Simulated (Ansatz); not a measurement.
# Li2Ca2Pb: the cost of one run

Computed with Ansatz 0.2.0 (DFT PBE, scalar-relativistic, plane waves, PAW, unless a step's input says otherwise).

**1. The system as given**

Symmetry: P4/mmm, No. 123, tetragonal system. Conventional cell: a = 4.347 Å, b = 4.347 Å, c = 5.896 Å, α = 90.00°, β = 90.00°, γ = 90.00°. Li (site symmetry mmm) has 4 Ca at 2.66 Å as nearest neighbours. Ca (site symmetry 4mm) has 4 Li at 2.66 Å and 1 Ca at 2.83 Å as nearest neighbours. Pb (site symmetry 4/mmm) has 8 Ca at 3.38 Å and 8 Li at 3.66 Å as nearest neighbours.

Coordinates:

```
CELL_PARAMETERS angstrom
4.34660 0.00000 0.00000
0.00000 4.34660 0.00000
0.00000 0.00000 5.89603
ATOMIC_POSITIONS crystal
Li 0.00000 0.50000 0.50000
Li 0.50000 0.00000 0.50000
Ca 0.50000 0.50000 0.24000
Ca 0.50000 0.50000 0.76000
Pb 0.00000 0.00000 0.00000
```

Recipe of the guess: species swapped into a database cell of CeMg2Si2 (P4/mmm, No. 123), with Pb on the Ce sites, Li on the Mg sites and Ca on the Si sites. The dimensions are guesses.

**2. A first look at the guess**

input.yaml reads:

```yaml
crystal:
  lattice:
    - [4.34659729, 0.0, 0.0]
    - [0.0, 4.34659729, 0.0]
    - [0.0, 0.0, 5.89603124]
  atoms:
    - { symbol: Li, position: [0.0, 0.5, 0.5] }
    - { symbol: Li, position: [0.5, 0.0, 0.5] }
    - { symbol: Ca, position: [0.5, 0.5, 0.23999999] }
    - { symbol: Ca, position: [0.5, 0.5, 0.76000001] }
    - { symbol: Pb, position: [0.0, 0.0, 0.0] }
basis:
  ecutwfc: 420
kpoints:
  mp_grid: { grid: [4, 4, 4] }
hamiltonian:
  xc: pbe
scf:
  occupations: { method: gaussian, width: 0.1 }
  lower_state_search: "off"
output:
  forces: true
  stress: true
  eigenvalues: true
```

Command:

```
$ ansatz run input.yaml --threads 1 --pin off --max-ram 2048MiB --backend cpu --events-out ev --progress --plain --runs-dir out
```

**Question.** How long does this run take on 1 thread of Arm Neoverse V1, shared host, and how much memory does it need?

About 3.4 s, with a peak of 0.35 GiB.
